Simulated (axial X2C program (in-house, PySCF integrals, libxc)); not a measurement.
**SnCl: EOM-EA-CCSD levels**

Aim: EOM-EA-CCSD levels of SnCl, with spin–orbit coupling in the Hamiltonian from the start.

Computed with an in-house X2C program for linear molecules on PySCF integrals. Level: two-component X2C with atomic mean-field terms, Sn dyall-acv3z, Cl dyall-av3z.

All values are calculated.

## (1) Set-up

task.json reads:

```json
{"zs": [50, 17], "q": 0, "bas": ["dyall-acv3z", "dyall-av3z"], "r0": 2.39, "eom": "ea", "thr": -1.0, "nmax": 92, "grid": [1, 0.96, 1.045, 0.92, 1.09, 1.15]}
```

Keys: zs atomic numbers; q charge; bas basis sets; r0 starting distance in Å; eom kind of EOM run; thr threshold in hartree for freezing inner shells (an s shell follows its p shell); nmax most natural virtual spinors; grid distances as factors.

Started as:

```sh
> python soeom.py task.json out
```

After this run come: EOM-EA-CCSD at 2.383 Å.

**Question.** What will these runs give? Wanted: next root led by one particle; T1 of the reference; lowest state, Re and ωe.

As calculated:

```
                     quantity                            value
       lowest root at 2.383 Å                Ω = 1/2, 7.087 eV
next root led by one particle  Ω = 3/2, about 2180 cm⁻¹ higher
          T1 of the reference                            0.019
      lowest state, Re and ωe                2.394 Å, 342 cm⁻¹
```

What this shows: The added electron is bound by 7.09 eV in a spinor of 84% Sn pπ. Errors of 0.1 to 0.3 eV are usual at this size, and roots led by higher excitations are left out, so the list is incomplete, and low states of that kind can be missing. The bond is 0.118 Å longer than in the closed-shell reference at CCSD (2.275 Å).
